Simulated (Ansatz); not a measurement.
# C3H11BO: one species, many methods

The task here is to estimate one member of a computed series from the others.

Program: Ansatz 0.2.0, Gaussian basis. Level of theory: functionals in def2-TZVPP, the program's frozen cores in correlated methods. These are calculated values, not measurements.

Levels to be run: LDA (SPW92), PBE-D4, revPBE-D4, BLYP-D4, r2SCAN-D4, B97M-V, PBE0-D4, B3LYP-D4, r2SCANh-D4, r2SCAN0-D4, HSE06-D4, BHLYP-D4, CAM-B3LYP-D4, LC-ωPBE, ωB97X-V, ωB97M-V, B2PLYP, PBE-QIDH; CCSD(T)/def2-SVP; CCSD(T)/def2-TZVPP; MP2/def2-QZVPP; extrapolation to the limit; RPA on PBE.

## The geometry

All runs share one geometry, relaxed beforehand with PBE0-D4 in a triple-zeta def2 set.

SMILES `C[B-](C)(C)[OH2+]`, 16 atoms, charge 0, spin multiplicity 1.

Atoms are counted from 1 here; the program's logs count them from 0.

Bond lengths: C1–B2 1.602 Å, C1–H6 1.096 Å, C1–H7 1.097 Å, C1–H8 1.097 Å, B2–C3 1.595 Å, B2–C4 1.596 Å, B2–O5 1.828 Å, C3–H9 1.094 Å, C3–H10 1.097 Å, C3–H11 1.096 Å, C4–H12 1.097 Å, C4–H13 1.094 Å, C4–H14 1.096 Å, O5–H15 0.964 Å, O5–H16 0.964 Å. Angles: B2–C1–H6 108.8°, B2–C1–H7 113.9°, B2–C1–H8 114.0°, H6–C1–H7 105.8°, H6–C1–H8 105.8°, H7–C1–H8 107.9°, C1–B2–C3 116.3°, C1–B2–C4 116.3°, C1–B2–O5 101.9°, C3–B2–C4 117.0°, C3–B2–O5 100.5°, C4–B2–O5 100.3°, B2–C3–H9 113.2°, B2–C3–H10 113.9°, B2–C3–H11 108.9°, H9–C3–H10 108.0°, H9–C3–H11 106.7°, H10–C3–H11 105.8° and more.

As a file:

| atom | x (Å) | y (Å) | z (Å) |
| --- | --- | --- | --- |
| C1 | -1.1630 | 0.2810 | -0.9999 |
| B2 | 0.0849 | -0.0453 | -0.0501 |
| C3 | 1.3760 | 0.8723 | -0.2393 |
| C4 | 0.3339 | -1.5855 | 0.2848 |
| O5 | -0.5109 | 0.5499 | 1.5726 |
| H6 | -0.9223 | -0.0366 | -2.0211 |
| H7 | -1.4031 | 1.3495 | -1.0684 |
| H8 | -2.0817 | -0.2543 | -0.7287 |
| H9 | 2.1274 | 0.7246 | 0.5425 |
| H10 | 1.1536 | 1.9452 | -0.2962 |
| H11 | 1.8571 | 0.6162 | -1.1903 |
| H12 | -0.5747 | -2.1316 | 0.5686 |
| H13 | 1.0803 | -1.7406 | 1.0702 |
| H14 | 0.7143 | -2.0866 | -0.6127 |
| H15 | -1.3140 | 0.0523 | 1.7659 |
| H16 | -0.7808 | 1.4670 | 1.4464 |

The first run:

File in.yaml:

```yaml
crystal:
  periodic: [false, false, false]
  atoms:
    - {symbol: C, position_ang: [-1.163014, 0.280974, -0.999889]}
    - {symbol: B, position_ang: [0.084903, -0.045316, -0.050055]}
    - {symbol: C, position_ang: [1.376009, 0.872292, -0.239343]}
    - {symbol: C, position_ang: [0.333947, -1.585537, 0.284837]}
    - {symbol: O, position_ang: [-0.510931, 0.549890, 1.572640]}
    - {symbol: H, position_ang: [-0.922284, -0.036582, -2.021075]}
    - {symbol: H, position_ang: [-1.403136, 1.349545, -1.068420]}
    - {symbol: H, position_ang: [-2.081658, -0.254319, -0.728748]}
    - {symbol: H, position_ang: [2.127416, 0.724573, 0.542471]}
    - {symbol: H, position_ang: [1.153582, 1.945177, -0.296249]}
    - {symbol: H, position_ang: [1.857108, 0.616229, -1.190342]}
    - {symbol: H, position_ang: [-0.574711, -2.131572, 0.568561]}
    - {symbol: H, position_ang: [1.080307, -1.740585, 1.070194]}
    - {symbol: H, position_ang: [0.714275, -2.086632, -0.612667]}
    - {symbol: H, position_ang: [-1.313965, 0.052272, 1.765944]}
    - {symbol: H, position_ang: [-0.780848, 1.466990, 1.446442]}
basis:
  gaussian: {orbitals: def2-TZVPP}
hamiltonian: {xc: lda}
output: {orbitals: {seedname: orbitals}}
```

Run with:

```
$ ansatz run in.yaml --threads 4 --pin off --events-out ev --progress --plain --max-ram 10444MiB
```

Among the steps run: LDA; PBE-D4 (GGA); revPBE-D4 (GGA); BLYP-D4 (GGA); r2SCAN-D4 (meta-GGA); B97M-V (meta-GGA); PBE0-D4 (hybrid); B3LYP-D4 (hybrid); r2SCANh-D4 (hybrid); r2SCAN0-D4 (hybrid); HSE06-D4 (hybrid); BHLYP-D4 (hybrid); CAM-B3LYP-D4 (range-separated); LC-ωPBE (range-separated); ωB97X-V (range-separated); ωB97M-V (range-separated); B2PLYP (double hybrid); PBE-QIDH (double hybrid).

One table of the session follows, with a row left open; its other results are not shown here.

It belongs to the step «Frontier levels by functional». 

| functional | HOMO (eV) | gap (eV) |
| --- | --- | --- |
| LDA (SPW92) | -6.49 | 5.40 |
| PBE-D4 | -6.39 | 5.45 |
| revPBE-D4 | -6.34 | 5.49 |
| BLYP-D4 | -6.32 | 5.32 |
| r2SCAN-D4 | -6.66 | 6.42 |
| B97M-V | ? | ? |
| PBE0-D4 | -7.75 | 7.70 |
| B3LYP-D4 | -7.57 | 7.13 |
| r2SCANh-D4 | -7.17 | 7.19 |
| r2SCAN0-D4 | -7.94 | 8.34 |
| HSE06-D4 | -7.35 | 6.93 |
| BHLYP-D4 | -9.09 | 9.67 |
| CAM-B3LYP-D4 | -9.20 | 9.91 |
| LC-ωPBE | -10.53 | 12.62 |
| ωB97X-V | -10.20 | 12.04 |
| ωB97M-V | -10.07 | 11.48 |

Q: Estimate the row for B97M-V from the others.

**Answer.** HOMO (eV): -6.78; gap (eV): 6.06. In the column «HOMO (eV)» it lies between r2SCANh-D4 (-7.17) and r2SCAN-D4 (-6.66).
